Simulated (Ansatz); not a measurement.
# YBRh3: the cost of one run

Program: Ansatz 0.2.0. Level of theory: DFT PBEsol, scalar-relativistic, plane waves, PAW. These are calculated values, not measurements.

1 further run of the same task is left out (set aside as unsound or not needed).

### Step 1. The structure to begin with

Symmetry: Pm-3m, No. 221, cubic system. The conventional cell has a = 4.150 Å, b = 4.150 Å, c = 4.150 Å, α = 90.00°, β = 90.00°, γ = 90.00°. Y (site symmetry m-3m) is surrounded by 12 Rh at 2.93 Å. B (site symmetry m-3m) is surrounded by 6 Rh at 2.07 Å. Rh (site symmetry 4/mmm) has 2 B at 2.07 Å as nearest neighbours.

Structure file:

```
CELL_PARAMETERS angstrom
4.14966 0.00000 0.00000
0.00000 4.14966 0.00000
0.00000 0.00000 4.14966
ATOMIC_POSITIONS crystal
Y 0.00000 0.00000 0.00000
B 0.50000 0.50000 0.50000
Rh 0.00000 0.50000 0.50000
Rh 0.50000 0.00000 0.50000
Rh 0.50000 0.50000 0.00000
```

This cell was relaxed beforehand with the same method: volume 14.29 Å³/atom, gap on the mesh none (metal).

### Step 2. Bands, states and charges

input.yaml

```yaml
crystal:
  lattice:
    - [4.1496642297, 0.0, 0.0]
    - [0.0, 4.1496642297, 0.0]
    - [0.0, 0.0, 4.1496642297]
  atoms:
    - { symbol: "Y", position: [0.0, 0.0, 0.0] }
    - { symbol: B, position: [0.5, 0.5, 0.5] }
    - { symbol: Rh, position: [0.0, 0.5, 0.5] }
    - { symbol: Rh, position: [0.5, 0.0, 0.5] }
    - { symbol: Rh, position: [0.5, 0.5, 0.0] }
basis:
  ecutwfc: 420
kpoints:
  mp_grid: { grid: [8, 8, 8] }
  band_path:
    path:
      - [[0.0, 0.0, 0.0], [0.0, 0.5, 0.0], [0.5, 0.5, 0.0], [0.0, 0.0, 0.0], [0.5, 0.5, 0.5], [0.0, 0.5, 0.0]]
      - [[0.5, 0.5, 0.5], [0.5, 0.5, 0.0]]
    npoints: 14
hamiltonian:
  xc: pbesol
scf:
  occupations: { method: gaussian, width: 0.1 }
  n_extra_bands: 12
output:
  forces: true
  stress: true
  eigenvalues: true
  populations: true
  dos: { projected: true, de: 0.02, nscf_kmesh: { grid: [12, 12, 12] } }
  bader: true
  write_density: true
  write_potential: true
  elf: true
  volumetric_format: npy
```

Run with:

```console
$ ansatz run input.yaml --threads 1 --pin off --max-ram 2560MiB --backend cpu --events-out ev --progress --plain --runs-dir out
```

What time and memory should one allow on 1 thread of Arm Neoverse V1, shared host?

About 54 s, with a peak of 0.44 GiB.
